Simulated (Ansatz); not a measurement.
# r2SCAN0/def2-SVP (core potential) run of AlSbH3F (SMILES [F][AlH][SbH2])

What is the vertical ionisation energy of AlSbH3F at r2SCAN0/def2-SVP (core potential)? 

The results are computed with Ansatz 0.2.0.

60 further runs of the same task are left out: 60 set aside as unsound or not needed.

## 1. Starting point

AlSbH3F has 6 atoms, charge 0, and is taken as a singlet. SMILES: `[F][AlH][SbH2]`. Geometry: relaxed at PBE0-D4/def2-TZVP. This is one conformer, not always the lowest.

Bond lengths: F1–Al2 1.653 Å, Al2–Sb3 2.636 Å, Al2–H4 1.582 Å, Sb3–H5 1.710 Å, Sb3–H6 1.709 Å. Angles: F1–Al2–Sb3 116.3°, F1–Al2–H4 116.4°, Sb3–Al2–H4 127.3°, Al2–Sb3–H5 88.3°, Al2–Sb3–H6 87.8°, H5–Sb3–H6 91.6°.

## 2. The energy at r2SCAN0/def2-SVP (core potential)

input.yaml

```yaml
crystal:
  periodic: [false, false, false]
  atoms:
    - {symbol: F, position_ang: [-1.114600, -1.632400, 1.262300]}
    - {symbol: Al, position_ang: [-0.336100, -1.039300, -0.069800]}
    - {symbol: Sb, position_ang: [1.279900, 1.003700, 0.334800]}
    - {symbol: H, position_ang: [-0.594800, -1.800700, -1.431700]}
    - {symbol: H, position_ang: [0.842100, 1.592000, -1.209900]}
    - {symbol: H, position_ang: [-0.034400, 1.812900, 1.068100]}
basis:
  gaussian:
    orbitals: def2-SVP
hamiltonian:
  xc: {name: r2SCAN0}
accuracy: high
output:
  orbitals: {seedname: orbitals}
```

Run with:

```bash
$ ansatz run input.yaml --threads 1 --pin off --max-ram 3480MiB --events-out events.jsonl --progress --plain --runs-dir runs
```

The program printed:

```text
Warning: RAYON_NUM_THREADS=1 ignored (pool sized by the plan → 1); use --threads N
Functional definition: r2SCAN0
  name "r2SCAN0"
  parameter a = 0.25
  parameter k0 = 0.174
  parameter k1 = 0.065
  parameter a1 = 4.9479
  exchange = (1 - a)*r2scan_x(k0 = k0, k1 = k1, a1 = a1) + a*exact_x
  correlation = r2scan_c
1642 factors; integrals over basis functions are off by at most 3.6e-9 eV
mean field evaluation 1: about -15895.1282 eV, gradient 3.3e1 eV
mean field evaluation 2: about -15892.5683 eV, gradient 5.3e1 eV
mean field evaluation 4: about -15896.9652 eV, gradient 5.8e-1 eV
mean field evaluation 8: about -15897.0381 eV, gradient 7.1e-2 eV
mean field evaluation 16: about -15897.0382 eV, gradient 3.2e-5 eV
mean field -15897.03817357 eV, -584.2053774793 hartree, gradient 5.6e-8 eV, S^2 0.000000; 0 other end points of the search recorded, 0 dependent functions left out
reference -15897.03817425 eV, -584.2053775042 hartree; 24, 24 occupied and 49, 49 virtual orbitals, 1642 factors
Total energy: -15897.03817425 eV, -584.2053775042 hartree
```

It took 14 s on 1 thread of Arm Neoverse V1, shared host; peak memory 0.29 GiB.

## 3. The doublet cation at the same level

molecule.yaml

```yaml
crystal:
  periodic: [false, false, false]
  atoms:
    - {symbol: F, position_ang: [-1.114600, -1.632400, 1.262300]}
    - {symbol: Al, position_ang: [-0.336100, -1.039300, -0.069800]}
    - {symbol: Sb, position_ang: [1.279900, 1.003700, 0.334800]}
    - {symbol: H, position_ang: [-0.594800, -1.800700, -1.431700]}
    - {symbol: H, position_ang: [0.842100, 1.592000, -1.209900]}
    - {symbol: H, position_ang: [-0.034400, 1.812900, 1.068100]}
basis:
  gaussian:
    orbitals: def2-SVP
hamiltonian:
  xc: {name: r2SCAN0}
output: {orbitals: {seedname: orbitals}}
total_charge: 1
magnetization:
  spin_polarized: true
  initial_magnetization: 1
accuracy: high
```

Run with:

```bash
$ ansatz run molecule.yaml --threads 1 --pin off --max-ram 3480MiB --events-out events.jsonl --progress --plain --runs-dir runs
```

The program printed, cut to the lines that bear on the results:

```text
Warning: RAYON_NUM_THREADS=1 ignored (pool sized by the plan → 1); use --threads N
[... 8 set-up lines as earlier in the session ...]
1642 factors; integrals over basis functions are off by at most 3.6e-9 eV
mean field evaluation 1: about -15879.6661 eV, gradient 4.8e1 eV
mean field evaluation 2: about -15793.6706 eV, gradient 1.4e2 eV
mean field evaluation 4: about -15887.6908 eV, gradient 1.9e0 eV
mean field evaluation 8: about -15887.7949 eV, gradient 2.3e-1 eV
mean field evaluation 16: about -15887.7981 eV, gradient 3.4e-3 eV
mean field evaluation 32: about -15887.7981 eV, gradient 6.0e-7 eV
mean field -15887.79807399 eV, -583.8658100827 hartree, gradient 7.9e-8 eV, S^2 0.764957; 0 other end points of the search recorded, 0 dependent functions left out
reference -15887.79807671 eV, -583.8658101829 hartree; 24, 23 occupied and 49, 50 virtual orbitals, 1642 factors
Total energy: -15887.79807671 eV, -583.8658101829 hartree
```

Wall time 30 s (1 thread of Arm Neoverse V1, shared host); peak memory 0.49 GiB.

## 4. Results

At r2SCAN0/def2-SVP (core potential):

| quantity | value |
| --- | --- |
| singlet AlSbH3F: total energy | -584.20538 Eh |
| singlet AlSbH3F: HOMO energy | -7.31 eV |
| singlet AlSbH3F: LUMO energy | -1.24 eV |
| singlet AlSbH3F: HOMO–LUMO gap | 6.07 eV |
| doublet cation: total energy | -583.86581 Eh |
| doublet cation: HOMO energy (highest over α and β) | -14.41 eV |
| doublet cation: LUMO energy (lowest over α and β) | -11.08 eV |
| doublet cation: ⟨S²⟩ | 0.765 |
| vertical ionisation energy (to the doublet cation) | 9.240 eV |

**Reading.** Removing an electron at fixed nuclei costs 9.24 eV (213 kcal/mol). The negative HOMO energy of the first species, 7.31 eV, lies 1.93 eV below that difference.
